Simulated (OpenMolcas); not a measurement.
# Mo⁵⁺ among point charges: CASSCF and CASPT2 levels and susceptibility

How does a field of 6 point charges split the states of Mo⁵⁺, and what χT follows?

Method: state-averaged CASSCF and CASPT2, spin-orbit coupling by RASSI with atomic mean-field integrals. Code: OpenMolcas 26.06.

## (1) Starting point

```
Species                           : Mo⁵⁺ (molybdenum, Z = 42, 37 electrons)
Basis                             : ANO-RCC-VDZP [6s5p3d1f], 43 functions
Scalar Hamiltonian                : DKH2, point nucleus
Inactive shells                   : 1s 2s 2p 3s 3p 3d 4s 4p
Active space                      : 1 electron in 5 orbitals (4d)
Some configurations of this space : 4d
Orbitals                          : optimised for each spin and parity, averaged over all roots
```

The outer shells:

4d
```
4d [↑ ][  ][  ][  ][  ]
```

The ion sits among 6 point charges of -1.5 e arranged as a trigonal antiprism (D3d), 1.91 Å from the ion, with a polar angle of 65.1° against the regular 54.74°.

The work runs as a chain of OpenMolcas steps in one folder; each step below is one input file. Labels, J, g values, rates, χT and fits are worked out afterwards by a script from the matrices that RASSI stores. The input lists half of the charges; inversion (Group=XYZ) makes the rest.

## (2) One- and two-electron integrals

a.inp reads:

```
&GATEWAY
Coord
1

Mo 0.0 0.0 0.0
Basis=ANO-RCC-VDZP
Group=XYZ
NoMove
AngMom=0.0 0.0 0.0
AMFI
XField
3 Angstrom 0
0.000000 1.732950 0.803109 -1.500000
1.500779 -0.866475 0.803109 -1.500000
1.500779 0.866475 -0.803109 -1.500000
&SEWARD
```

## (3) Reference wave functions, doublets of even parity, 5 roots

a.inp reads:

```
&RASSCF
FileOrb=start.orb
Symmetry=1
Spin=2
nActEl=1 0 0
Inactive=9 9
Ras2=5 0
CIRoot=5 5 1
SDav=5
CIMx=300
Iter=120 100
PrWF=0.3
OrbListing=Nothing
MaxOrb=0
>>> COPY $Project.JobIph JOB001
```

start.orb holds the contracted functions of the basis, ordered by shell, or the orbitals of the step before.

## (4) State interaction with spin-orbit coupling

a.inp reads:

```
&RASSI
NrOfJobIphs=1 5
1 2 3 4 5
IphNames
JOB001
EJob
SpinOrbit
DIPRint=1.0
SOCoupling=1000.0
Subsets=2
Property=9
'ANGMOM' 1 'ANGMOM' 2 'ANGMOM' 3 'MLTPL  1' 1 'MLTPL  1' 2 'MLTPL  1' 3
'AMFI' 1 'AMFI' 2 'AMFI' 3
SOProperty=3
'ANGMOM' 1 'ANGMOM' 2 'ANGMOM' 3
```

## (5) CASPT2: IPEA 0.25, imaginary shift 0.1 (closed shells correlated: 4s 4p)

a.inp reads:

```
>>> COPY JOB001 $Project.JobIph
&CASPT2
Multistate=5 1 2 3 4 5
NoMult
Frozen=8 6
IPEA=0.25
Imaginary=0.1
MaxIter=60
WThr=0.0 0.3 0.05
PrWF=0.5
NoMix
```

(Steps that only read results are left out.)

What does the calculation give? Wanted: spin-free ground state; first state of the same spin within the active space; lowest level; next level.

The runs gave:

| quantity | value |
| --- | --- |
| method | SS-CASPT2, IPEA 0.25, imaginary shift 0.1 (closed shells correlated: 4s 4p) |
| spin-free ground state | 2A1, 1-fold in its orbital part |
| first state of the same spin within the active space | 2E at 4670 cm⁻¹ |
| lowest level | 2-fold E1/2, g = 0.81, 0.81, 1.87 |
| next level | 4918.8 cm⁻¹ |
| χT at 300 K | 0.20 cm³ K/mol |
| effective moment at 300 K | 1.27 μB |

Cost by method:

| method | time of its own steps | time with the reference |
| --- | --- | --- |
| A. CASSCF | 3.4 s | 3.4 s |
| B. SS-CASPT2, IPEA 0.25, imaginary shift 0.1, +4s 4p | 0.82 s | 4.3 s |

Times are of one thread on a shared host.

In words: The spin-free ground state (2A1) comes to 100 % from free-ion D terms and keeps the highest spin of the shell. χT at 300 K is 0.20, against 0.38 cm³ K/mol for the spin alone, so orbital moment lowers it. CASPT2 does not keep the components of a term degenerate, and the means are used. The field of point charges can differ much from that of real complexes. This is an electrostatic model: the charges have no orbitals.
